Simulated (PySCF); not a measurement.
# Zn²⁺: excitation energies in ANO-RCC-VTZP

Aim: the excitation energy of zinc from differences of total energies, at each level of theory, and how far each lands from the tabulated value where there is one.

Program: PySCF 2.14.0. Level of theory: unrestricted determinants in a Gaussian basis, no spin-orbit coupling in the energies. These are calculated values, not measurements, unless marked.

### 1 The atom as given

* Element: zinc (Z = 30)
* Basis: ANO-RCC-VTZP
* Hamiltonian: the spin-free X2C one-electron Hamiltonian (Gaussian nucleus)
* State 1: Zn²⁺: [Ar] 3d9 4p1, one real determinant (an excited configuration)
* State 2: Zn²⁺: [Ar] 3d9 4s1, high-spin 3D determinant (an excited configuration)
* Needed too, but not shown: Zn²⁺ [Ar] 3d10 (1S)
* Methods: CCSD(T)
* Core shells frozen in the correlated runs: valence and next inner shell: [Ne] (for Zn²⁺)

Outer shells as boxes (Hund's rule):

Zn2+ [Ar] 3d9 4p1
```
[Ar] core
3d [↑↓][↑↓][↑↓][↑↓][↑ ]
4p [↑ ][  ][  ]
```

Zn2+ [Ar] 3d9 4s1
```
[Ar] core
3d [↑↓][↑↓][↑↓][↑↓][↑ ]
4s [↑ ]
```

One driver process ran all states and methods and kept the integrals in memory. Each run is shown as a PySCF script that sums up its settings (the driver passes frozen orbitals as a list and adds second-order terms of double hybrids); the logs are those of the runs themselves. The driver starts from symmetry-adapted Hartree-Fock orbitals, holds the occupation by maximum overlap and uses a logarithmic radial grid for functionals, so a plain start would take other cycles.

The integrals over 59 functions and the set-up took 5.7 s of CPU time.

### 2 Zn²⁺ [Ar] 3d9 4p1, at CCSD(T) (valence and next inner shell)

Level: CCSD(T) (valence and next inner shell).

input.py

```python
from pyscf import gto, scf, dft, mp, cc
import basis_set_exchange as bse
mol = gto.M(atom="Zn 0 0 0", charge=2, spin=2, symmetry="D2h",
            basis=gto.basis.parse(bse.get_basis("ANO-RCC-VTZP", elements=["Zn"], fmt="nwchem")),
            nucmod="G")
mf = scf.UHF(mol).sfx2c1e()
mf.irrep_nelec = {'Ag': (5, 4), 'B1g': (1, 1), 'B2g': (1, 1), 'B3g': (1, 1), 'B1u': (3, 2), 'B2u': (2, 2), 'B3u': (2, 2)}
mf.kernel()
mycc = cc.CCSD(mf, frozen=5).run()
mycc.ccsd_t()
```

### 3 Zn²⁺ [Ar] 3d9 4s1, at CCSD(T) (valence and next inner shell)

Level: CCSD(T) (valence and next inner shell).

input.py: that of step 2 with these lines changed.

```diff
@@ -6,3 +6,3 @@
 mf = scf.UHF(mol).sfx2c1e()
-mf.irrep_nelec = {'Ag': (5, 4), 'B1g': (1, 1), 'B2g': (1, 1), 'B3g': (1, 1), 'B1u': (3, 2), 'B2u': (2, 2), 'B3u': (2, 2)}
+mf.irrep_nelec = {'Ag': (6, 4), 'B1g': (1, 1), 'B2g': (1, 1), 'B3g': (1, 1), 'B1u': (2, 2), 'B2u': (2, 2), 'B3u': (2, 2)}
 mf.kernel()
```

What does the calculation give?

**Answer**, as computed:

```
                              quantity                                                         value
excitation energy, Zn²⁺ → [Ar] 3d9 4p1  UHF 15.313, CCSD(T) (valence and next inner shell) 17.306 eV
excitation energy, Zn²⁺ → [Ar] 3d9 4s1    UHF 8.041, CCSD(T) (valence and next inner shell) 9.735 eV
```

Accuracy by level (over 2 differences):

```tsv
method	mean absolute miss against CCSD(T) (valence and next inner shell) (eV)
UHF	1.844
MP2 (valence and next inner shell)	0.914
SCS-MP2 (valence and next inner shell)	0.596
CCSD (valence and next inner shell)	0.072
CCSD(T) (valence and next inner shell)	0.000
```

In words: For the first difference the methods span 2.933 eV, from UHF (15.313) to MP2 (valence and next inner shell) (18.246). No reference value is at hand in this session. The basis is finite, and no extrapolation was made.
